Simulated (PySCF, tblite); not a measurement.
# C2H8ClSi2 radical: geometry, infrared bands and EPR parameters

Wanted: the infrared bands and EPR parameters of C2H8ClSi2 radical (`[SiH2][C@@H](Cl)C[SiH3]`), by calculation.

The runs use tblite 0.8.0 and PySCF 2.14.0, with density-fitted response routines of our own; the level of theory stands in each step. All values are computed, except where a source is named. Atoms count from 0, in the outputs and in this text.

## (1) Starting geometry

13 atoms, charge 0, multiplicity 2; geometry from: force field or distance geometry start.

Bonds of the start (Å): Si0–C1 1.88, C1–Cl2 1.82, C1–C3 1.53, C3–Si4 1.86, Si0–H5 1.49, Si0–H6 1.49, C1–H7 1.08, C3–H8 1.10, C3–H9 1.11, Si4–H10 1.49, Si4–H11 1.49, Si4–H12 1.49.

## (2) Relaxing the molecule with GFN2-xTB

Job settings and geometry (Å):

```
{"job": {"kind": "relax", "xc": "GFN2-xTB", "basis": "xTB"}, "charge": 0, "multiplicity": 2}
Si     1.929100     0.964800     0.565100
C      1.073500    -0.496900    -0.246300
Cl     2.134100    -1.920900     0.170700
C     -0.362900    -0.819200     0.177800
Si    -1.703000     0.301100    -0.474300
H      1.616600     1.007100     2.019300
H      1.417300     2.231800    -0.041200
H      1.147700    -0.392400    -1.321000
H     -0.614700    -1.836400    -0.167400
H     -0.449600    -0.856400     1.284700
H     -1.606200     0.362400    -1.963100
H     -3.043500    -0.217000    -0.098900
H     -1.542900     1.672300     0.077000
```

On the command line:

```bash
$ OMP_NUM_THREADS=1 python probes_run.py task.json out
```

This one command runs all jobs of the session in turn.

**Question.** This job is followed by: GFN2-xTB harmonic vibrations, gas phase; UKS B3LYP, pcH-1 on C Cl H Si, non-relativistic, mean-field spin-orbit, GIAO. Predict these results of the whole session: strongest single infrared mode (GFN2-xTB); zero-point energy (GFN2-xTB); g(iso) (B3LYP); ⟨S²⟩; largest a(iso) (averaged by class); potential on the surface of density 0.002 e/bohr³, 1st and 99th percentile.

**Answer**, as computed:

| quantity | value |
| --- | --- |
| strongest single infrared mode (GFN2-xTB) | 2330 cm⁻¹, 369 km/mol |
| zero-point energy (GFN2-xTB) | 52.8 kcal/mol |
| g(iso) (B3LYP) | 2.00267 |
| ⟨S²⟩ | 0.752 (exact 0.75) |
| largest a(iso) (averaged by class) | 29Si on Si0, -482.1 MHz |
| potential on the surface of density 0.002 e/bohr³, 1st and 99th percentile | -0.67 V and 1.21 V |

In words: The optimisation took 85 steps and gained 0.132 eV; among the close pairs (by a distance rule), C3–Si4 changed most, from 1.864 to 1.904 Å. No mode is imaginary among the 33: a minimum at this level. The strongest single mode, at 2330 cm⁻¹, moves mainly H5. GFN2-xTB is a fitted tight-binding method: band positions and strengths are rough. Its intensities can rank the bands wrongly. Most of the unpaired spin sits on Si0 (0.99 e). The isotropic g lies 0.3 ppt above the free-electron value. These values are for one conformer; the search (at its own cheap level) found 2 more, at 0.02, 0.16 kcal/mol (those within 0.05 may be mirror or relabelled copies), and measured spectra average over such forms.
